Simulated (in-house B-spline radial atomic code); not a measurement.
# Excitations of B³⁺ as exact exchange is dialled in

Aim: follow the lowest excitations, the threshold and the polarisability of B³⁺ as the share of exact exchange in a PBE hybrid goes from none to all.

The numbers are computed with in-house B-spline radial atomic code version 1 (linear response of a closed shell, each method with its own adiabatic kernel; non-relativistic; B-spline basis; no spin-orbit coupling, no double excitations; only terms of natural parity, (−1)^L, with L up to 3 are computed), except any that are marked as measured or tabulated.

## (1) The system

```
element       : boron (Z = 5)
charge        : +3
configuration : 1s2
runs          : 0 % exact exchange; 10 % exact exchange; 20 % exact exchange; 30 % exact exchange; 40 % exact exchange; 50 % exact exchange; 60 % exact exchange; 70 % exact exchange; 80 % exact exchange; 90 % exact exchange; 100 % exact exchange
```

The outer shells:

B³⁺
```
1s [↑↓]
```

## (2) 0 % exact exchange

Settings of the run:

```ini
Z = 5
electrons = 2.0
configuration = 1s2
hamiltonian = nr
method = pbeh
box_radius = 23.08
exact_exchange_fraction = 0.0
intervals = 47
```

On the command line:

```
python run_td.py task.json out
```

task.json lists these runs, among others, and the program works through them in turn.

## (3) 10 % exact exchange

Settings of the run:

```ini
Z = 5
electrons = 2.0
configuration = 1s2
hamiltonian = nr
method = pbeh
box_radius = 23.08
exact_exchange_fraction = 0.1
intervals = 47
```

## (4) 20 % exact exchange

Settings of the run:

```ini
Z = 5
electrons = 2.0
configuration = 1s2
hamiltonian = nr
method = pbeh
box_radius = 23.08
exact_exchange_fraction = 0.2
intervals = 47
```

## (5) 30 % exact exchange

Settings of the run:

```ini
Z = 5
electrons = 2.0
configuration = 1s2
hamiltonian = nr
method = pbeh
box_radius = 23.08
exact_exchange_fraction = 0.3
intervals = 47
```

## (6) 40 % exact exchange

Settings of the run:

```ini
Z = 5
electrons = 2.0
configuration = 1s2
hamiltonian = nr
method = pbeh
box_radius = 23.08
exact_exchange_fraction = 0.4
intervals = 47
```

## (7) 50 % exact exchange

Settings of the run:

```ini
Z = 5
electrons = 2.0
configuration = 1s2
hamiltonian = nr
method = pbeh
box_radius = 23.08
exact_exchange_fraction = 0.5
intervals = 47
```

## (8) 60 % exact exchange

Settings of the run:

```ini
Z = 5
electrons = 2.0
configuration = 1s2
hamiltonian = nr
method = pbeh
box_radius = 23.08
exact_exchange_fraction = 0.6
intervals = 47
```

## (9) 70 % exact exchange

Settings of the run:

```ini
Z = 5
electrons = 2.0
configuration = 1s2
hamiltonian = nr
method = pbeh
box_radius = 23.08
exact_exchange_fraction = 0.7
intervals = 47
```

## (10) 80 % exact exchange

Settings of the run:

```ini
Z = 5
electrons = 2.0
configuration = 1s2
hamiltonian = nr
method = pbeh
box_radius = 23.08
exact_exchange_fraction = 0.8
intervals = 47
```

## (11) 90 % exact exchange

Settings of the run:

```ini
Z = 5
electrons = 2.0
configuration = 1s2
hamiltonian = nr
method = pbeh
box_radius = 23.08
exact_exchange_fraction = 0.9
intervals = 47
```

## (12) 100 % exact exchange

Settings of the run:

```ini
Z = 5
electrons = 2.0
configuration = 1s2
hamiltonian = nr
method = pbeh
box_radius = 23.08
exact_exchange_fraction = 1.0
intervals = 47
```

Before running it: what results should come out? Wanted: for each run, threshold; 1s→2p ¹P; 1s→2p ³P, Tamm-Dancoff; α; C6.

The runs gave:

```tsv
run	threshold (eV)	1s→2p ¹P (eV)	1s→2p ³P, Tamm-Dancoff (eV)	α (bohr³)	C6 (hartree bohr⁶)	time
0 % exact exchange	231.32	195.03	192.79	0.02049	0.002749	0.1 s
10 % exact exchange	234.23	196.25	193.94	0.02039	0.002730	0.1 s
20 % exact exchange	237.14	197.46	195.08	0.02029	0.002712	0.1 s
30 % exact exchange	240.06	198.67	196.21	0.02018	0.002694	0.1 s
40 % exact exchange	242.98	199.86	197.33	0.02008	0.002676	0.1 s
50 % exact exchange	245.91	201.04	198.44	0.01998	0.002659	0.1 s
60 % exact exchange	248.83	202.21	199.54	0.01989	0.002642	0.1 s
70 % exact exchange	251.77	203.37	200.62	0.01979	0.002625	0.1 s
80 % exact exchange	254.70	204.52	201.70	0.01969	0.002608	0.1 s
90 % exact exchange	257.64	205.66	202.77	0.01960	0.002592	0.1 s
100 % exact exchange	260.58	206.79	203.82	0.01951	0.002576	0.1 s
```

In words: From 0 % exact exchange to 100 % exact exchange the threshold goes from 231.32 to 260.58 eV and α from 0.0205 to 0.0195 bohr³. 1s→2p ¹P moves from 195.03 eV (0 % exact exchange) to 206.79 eV (100 % exact exchange). 1s→2p ³P moves from 192.79 eV (0 % exact exchange) to 203.82 eV (100 % exact exchange). Exact exchange removes self-interaction, which deepens the highest level.
